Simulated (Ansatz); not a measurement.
Working through a convergence test of the plane-wave cutoff of Li3ClO, space group Pm-3m

With Ansatz 0.2.0, Python API.

Input file `li3clo.vasp`:
```text
Li3ClO
1.0
   3.90833700    0.00000000    0.00000000
   0.00000000    3.90833700    0.00000000
   0.00000000    0.00000000    3.90833700
Li Cl O
3 1 1
Direct
   0.00000000    0.50000000    0.50000000
   0.50000000    0.00000000    0.50000000
   0.50000000    0.50000000    0.00000000
   0.00000000    0.00000000    0.00000000
   0.50000000    0.50000000    0.50000000
```

Typed at the interpreter:
```pycon
>>> import csv
>>> import ansatz as az
>>> from ase.io import read
>>> atoms = read("li3clo.vasp", format="vasp")
>>> crystal = az.Crystal.from_ase(atoms)
>>> crystal.resolved().tree()["lattice"]
((3.908337, 0.0, 0.0), (0.0, 3.908337, 0.0), (0.0, 0.0, 3.908337))
>>> model = (
...     crystal.calculation()
...     .functional("PBEsol")
...     .kpoints(6, 6, 6)  # sampling of the Brillouin zone
...     .occupations(az.OccupationsMethod.FERMI_DIRAC, width=0.01)  # the run then minimises F = E - TS
... )
>>> rows = []
>>> for value in [300, 350, 400, 450]:
...     r = model.basis(value).run(threads=1).report
...     rows.append((value, r["free_energy_ev"] / len(r["lattice"]["sites"]), r["n_iterations"], r["n_pw"]))
...
DeckWarning: basis.ecutwfc = 300 eV is below the records' recommended 420 eV, and the density's cutoff is lower with it unless basis.ecutrho_ratio is high enough to keep the records' density cutoff: compare with a run at a higher cutoff
DeckWarning: basis.ecutwfc = 350 eV is below the records' recommended 420 eV, and the density's cutoff is lower with it unless basis.ecutrho_ratio is high enough to keep the records' density cutoff: compare with a run at a higher cutoff
DeckWarning: basis.ecutwfc = 400 eV is below the records' recommended 420 eV, and the density's cutoff is lower with it unless basis.ecutrho_ratio is high enough to keep the records' density cutoff: compare with a run at a higher cutoff
>>> with open("ecut.csv", "w", newline="") as handle:
...     writer = csv.writer(handle)
...     writer.writerow(["cutoff (eV)", "F/atom (eV)", "iterations", "plane waves"])
...     writer.writerows([round(v, 5) if isinstance(v, float) else v for v in row] for row in rows)
...
48
>>> # differences from the last row
>>> for row in rows[:-1]:
...     shift = 1000 * (row[1] - rows[-1][1])
...     print(f"{row[0]}: {shift:+.2f} meV/atom" + ("  (within 1 meV)" if abs(shift) < 1 else ""))
...
300: +99.64 meV/atom
350: +19.39 meV/atom
400: +2.77 meV/atom
```

It writes `ecut.csv`:
```csv
cutoff (eV),F/atom (eV),iterations,plane waves
300,-447.35565,7,739
350,-447.4359,7,895
400,-447.45251,7,1045
450,-447.45529,7,1309
```

Notes:
- The structure comes from a database of computed cells and needn't be a stable or known phase.
- Warnings are shown shortened and without file and line.
- Shifts are counted from the last row, which is itself no proven limit.
- Wall time of the script: 5.3 s on 1 thread of Arm Neoverse V1, on a shared host, peak memory 0.42 GiB.
